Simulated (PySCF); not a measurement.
# HI at other levels of theory

Aim: see what other levels and later steps give for HI.

Program: PySCF 2.14.0. Level of theory: method and basis as typed in the scripts. These are calculated values, not measurements.

3 further runs of the same task are left out: 1 for a known fault of the program, 2 that didn't finish.

## Step 1: Starting geometry

HI: 2 atoms, charge 0, spin multiplicity 1.

Bond lengths: H1–I2 1.712 Å.

## Step 2: The run that the others are compared with

input.py

```python
from pyscf import gto, scf

mol = gto.M(
    atom='H 0 0 0; I 0 0 1.712',
    basis='jorge-dzp-dkh',
    charge=0,
    spin=0,
    verbose=4,
)
mf = scf.UHF(mol)
mf = mf.sfx2c1e()
mf.kernel()
mf.analyze()
print('orbital energies (hartree):', [e[max(0, n-3):n+3].round(4) for e, n in zip(mf.mo_energy, mol.nelec)])
```

The run is started by

```bash
> python input.py
```

## Step 3: Polarisability

Run 1 changes step after the SCF: analyze → polarizability.

Edit input.py of step 2 so:

```diff
@@ -1,2 +1,3 @@
 from pyscf import gto, scf
+from pyscf.prop.polarizability import uhf as pol
 
@@ -12,3 +13,5 @@
 mf.kernel()
-mf.analyze()
+print('polarizability (a.u.)')
+print(pol.Polarizability(mf).polarizability().round(4))
+mf.dip_moment()
 print('orbital energies (hartree):', [e[max(0, n-3):n+3].round(4) for e, n in zip(mf.mo_energy, mol.nelec)])
```

## Step 4: ROHF

Run 2 changes SCF type: UHF → ROHF.

input.py

```python
from pyscf import gto, scf

mol = gto.M(
    atom='H 0 0 0; I 0 0 1.712',
    basis='jorge-dzp-dkh',
    charge=0,
    spin=0,
    verbose=4,
)
mf = scf.ROHF(mol)
mf = mf.sfx2c1e()
mf.kernel()
mf.analyze()
print('orbital energies (hartree):', mf.mo_energy[..., max(0, mol.nelec[1]-3):mol.nelec[0]+3].round(4))
```

## Step 5: MP2

Run 3 changes step after the SCF: analyze → mp2.

Edit input.py of step 2 so:

```diff
@@ -1,2 +1,2 @@
-from pyscf import gto, scf
+from pyscf import gto, scf, mp
 
@@ -12,3 +12,4 @@
 mf.kernel()
-mf.analyze()
+mp.MP2(mf).kernel()
+mf.dip_moment()
 print('orbital energies (hartree):', [e[max(0, n-3):n+3].round(4) for e, n in zip(mf.mo_energy, mol.nelec)])
```

## Step 6: NEVPT2 (ROHF)

Run 4 changes step after the SCF: analyze → nevpt2; SCF type: UHF → ROHF; active space: none → 4 electrons in 6 orbitals.

input.py

```python
from pyscf import gto, scf, mcscf, mrpt

mol = gto.M(
    atom='H 0 0 0; I 0 0 1.712',
    basis='jorge-dzp-dkh',
    charge=0,
    spin=0,
    verbose=4,
)
mf = scf.ROHF(mol)
mf = mf.sfx2c1e()
mf.kernel()
mc = mcscf.CASSCF(mf, 6, 4)
mc.kernel()
mc.analyze()
mrpt.NEVPT(mc).kernel()
mf.dip_moment()
print('orbital energies (hartree):', mf.mo_energy[..., max(0, mol.nelec[1]-3):mol.nelec[0]+3].round(4))
```

## Step 7: Revpbe (UKS)

Run 5 changes functional: none (Hartree–Fock) → revpbe; SCF type: UHF → UKS.

Edit input.py of step 2 so:

```diff
@@ -1,2 +1,2 @@
-from pyscf import gto, scf
+from pyscf import gto, dft
 
@@ -9,3 +9,3 @@
 )
-mf = scf.UHF(mol)
+mf = dft.UKS(mol, xc='revpbe')
 mf = mf.sfx2c1e()
```

What does the calculation give? Wanted: for each run, E(SCF); from base; gap; SCF dipole; after the SCF.

**Answer**, as computed:

```
           run  E(SCF) (hartree)  from base (eV)  cycles  gap (eV)  SCF dipole (D)                                                                  after the SCF
          base      -7107.689378               0      11     12.26            0.81                                                                            n/a
polarisability      -7107.689378          0.0000      11     12.26            0.81                                                                            n/a
          ROHF      -7107.689378          0.0000       8       n/a            0.81                                                                            n/a
           MP2      -7107.689378          0.0000      11     12.26            0.81                                                     MP2 correlation -15.865 eV
 NEVPT2 (ROHF)      -7107.689378          0.0000       8       n/a            0.81  NEVPT2 correlation -16.083 eV (from the SCF energy, the CASSCF gain included)
  revpbe (UKS)      -7110.519963  not comparable       9      4.37            0.79                                                                            n/a
```

What this shows: No change of the SCF energy comes from ROHF. Total energies of different functionals can't be compared with each other; differences within one functional can. The base needs 11 cycles and the run with ROHF needs 8. The dearest run is “NEVPT2 (ROHF)”, at 17 s against 1.8 s.
